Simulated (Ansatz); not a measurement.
# C2HBrCl2: small, medium and large basis sets

One table from this session's results is given with a row withheld; the runs are named, their logs left out.

The runs use Ansatz 0.2.0, Gaussian basis; one geometry, several basis sets.

The runs, in order: PBE0-D4/def2-SVP; ωB97M-V/def2-SVP; PBE0-D4/def2-QZVPP; ωB97M-V/def2-QZVPP; the functionals' def2-TZVPP values are taken from earlier runs.

### The geometry

An earlier PBE0-D4 in a triple-zeta def2 set relaxation fixed the geometry.

6 atoms, charge 0, spin multiplicity 1.

Atoms are counted from 1 here; the program's logs count them from 0.

Bond lengths: Cl1–C2 1.702 Å, C2–Cl3 1.716 Å, C2–C4 1.328 Å, C4–Br5 1.860 Å, C4–H6 1.080 Å. Angles: Cl1–C2–Cl3 115.4°, Cl1–C2–C4 124.6°, Cl3–C2–C4 120.0°, C2–C4–Br5 124.2°, C2–C4–H6 120.7°, Br5–C4–H6 115.1°.

The first run:

in.yaml reads:

```yaml
crystal:
  periodic: [false, false, false]
  atoms:
    - {symbol: Cl, position_ang: [-0.942840, -1.762491, -0.545967]}
    - {symbol: C, position_ang: [0.035422, -0.599370, 0.220266]}
    - {symbol: Cl, position_ang: [0.983449, -1.179963, 1.526946]}
    - {symbol: C, position_ang: [0.098598, 0.680168, -0.128197]}
    - {symbol: Br, position_ang: [-0.875318, 1.432463, -1.522381]}
    - {symbol: H, position_ang: [0.742789, 1.365194, 0.403133]}
basis:
  gaussian: {orbitals: def2-SVP}
hamiltonian: {xc: pbe0, dispersion: d4}
output: {orbitals: {seedname: orbitals}}
```

Launch:

```sh
> ansatz run in.yaml --threads 4 --pin off --events-out ev --progress --plain --max-ram 10444MiB
```

Steps of the session up to this table: PBE0-D4 in def2-SVP; ωB97M-V in def2-SVP; PBE0-D4 in def2-QZVPP; ωB97M-V in def2-QZVPP.

One of the session's tables, all rows but one given; the rest of the session is left out.

It belongs to the step «Density functionals: the series». 

| functional | basis | HOMO (eV) |
| --- | --- | --- |
| PBE0-D4 | def2-SVP | ? |
| PBE0-D4 | def2-TZVPP | -7.28 |
| PBE0-D4 | def2-QZVPP | -7.31 |
| ωB97M-V | def2-SVP | -9.24 |
| ωB97M-V | def2-TZVPP | -9.38 |
| ωB97M-V | def2-QZVPP | -9.42 |

Estimate the missing values for PBE0-D4, def2-SVP.

As computed: HOMO (eV): -7.18. In the column «HOMO (eV)» it is the highest.
